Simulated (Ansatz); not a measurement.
# C2H8N2Si: up Jacob's ladder to CCSD(T)

An exercise on one series of results from a longer session: the logs are not shown, and one member is left open.

Method: functionals in def2-TZVPP, the program's frozen cores in correlated methods; program: Ansatz 0.2.0, Gaussian basis.

Plan: LDA (SPW92), PBE-D4, revPBE-D4, BLYP-D4, r2SCAN-D4, B97M-V, PBE0-D4, B3LYP-D4, r2SCANh-D4, r2SCAN0-D4, HSE06-D4, BHLYP-D4, CAM-B3LYP-D4, LC-ωPBE, ωB97X-V, ωB97M-V, B2PLYP, PBE-QIDH; CCSD(T)/def2-SVP; CCSD(T)/def2-TZVPP; MP2/def2-QZVPP; extrapolation to the limit; RPA on PBE.

## The relaxed structure

All runs share one geometry, relaxed beforehand with PBE0-D4 in a triple-zeta def2 set.

SMILES `CNC(=N)[SiH3]`, 13 atoms, charge 0, spin multiplicity 1.

Atoms are counted from 1 here; the program's logs count them from 0.

Bond lengths: C1–N2 1.442 Å, C1–H6 1.095 Å, C1–H7 1.091 Å, C1–H8 1.090 Å, N2–C3 1.361 Å, N2–H9 1.003 Å, C3–N4 1.282 Å, C3–Si5 1.897 Å, N4–H10 1.015 Å, Si5–H11 1.485 Å, Si5–H12 1.490 Å, Si5–H13 1.484 Å. Angles: N2–C1–H6 111.8°, N2–C1–H7 109.8°, N2–C1–H8 109.0°, H6–C1–H7 107.3°, H6–C1–H8 109.5°, H7–C1–H8 109.3°, C1–N2–C3 121.0°, C1–N2–H9 118.2°, C3–N2–H9 118.0°, N2–C3–N4 119.7°, N2–C3–Si5 116.6°, N4–C3–Si5 123.6°, C3–N4–H10 111.3°, C3–Si5–H11 109.8°, C3–Si5–H12 110.9°, C3–Si5–H13 108.1°, H11–Si5–H12 108.5°, H11–Si5–H13 109.5° and more.

Set-up of the first run:

File in.yaml:

```yaml
crystal:
  periodic: [false, false, false]
  atoms:
    - {symbol: C, position_ang: [-1.668742, 1.280299, 0.140629]}
    - {symbol: N, position_ang: [-0.841021, 0.116929, 0.339208]}
    - {symbol: C, position_ang: [0.392166, 0.028710, -0.228691]}
    - {symbol: N, position_ang: [0.790772, 0.947401, -1.029223]}
    - {symbol: Si, position_ang: [1.386113, -1.543938, 0.140931]}
    - {symbol: H, position_ang: [-1.202446, 2.185719, 0.543006]}
    - {symbol: H, position_ang: [-1.827566, 1.443638, -0.926462]}
    - {symbol: H, position_ang: [-2.630507, 1.119657, 0.627308]}
    - {symbol: H, position_ang: [-1.045706, -0.483604, 1.116426]}
    - {symbol: H, position_ang: [1.712961, 0.739478, -1.398716]}
    - {symbol: H, position_ang: [1.092031, -2.576713, -0.885447]}
    - {symbol: H, position_ang: [1.033755, -2.094006, 1.480074]}
    - {symbol: H, position_ang: [2.828492, -1.198368, 0.095757]}
basis:
  gaussian: {orbitals: def2-TZVPP}
hamiltonian: {xc: lda}
output: {orbitals: {seedname: orbitals}}
```

Command:

```console
$ ansatz run in.yaml --threads 4 --pin off --events-out ev --progress --plain --max-ram 10444MiB
```

Steps of the session up to this table: LDA; PBE-D4 (GGA); revPBE-D4 (GGA); BLYP-D4 (GGA); r2SCAN-D4 (meta-GGA); B97M-V (meta-GGA); B3LYP-D4 (hybrid); r2SCANh-D4 (hybrid); r2SCAN0-D4 (hybrid); HSE06-D4 (hybrid); BHLYP-D4 (hybrid); CAM-B3LYP-D4 (range-separated); LC-ωPBE (range-separated); ωB97X-V (range-separated); ωB97M-V (range-separated); B2PLYP (double hybrid); PBE-QIDH (double hybrid).

One of the session's tables, all rows but one given; the rest of the session is left out.

It belongs to the step «Frontier levels by functional». 

```
  functional  HOMO (eV)  gap (eV)
 LDA (SPW92)      -5.69      4.53
      PBE-D4      -5.51      4.56
   revPBE-D4      -5.45      4.58
     BLYP-D4      -5.38      4.57
   r2SCAN-D4      -5.73      4.97
      B97M-V      -5.83      4.99
     PBE0-D4      -6.71      6.69
    B3LYP-D4      -6.50      6.26
  r2SCANh-D4      -6.19      5.77
  r2SCAN0-D4      -6.88      6.97
    HSE06-D4      -6.31      5.91
    BHLYP-D4      -7.82      8.77
CAM-B3LYP-D4      -8.05      9.11
     LC-ωPBE      -9.37     11.59
     ωB97X-V      -9.03     11.14
     ωB97M-V          ?         ?
```

Estimate the missing values for ωB97M-V.

**Answer.** HOMO (eV): -8.96; gap (eV): 10.80. In the column «HOMO (eV)» it lies between ωB97X-V (-9.03) and CAM-B3LYP-D4 (-8.05).
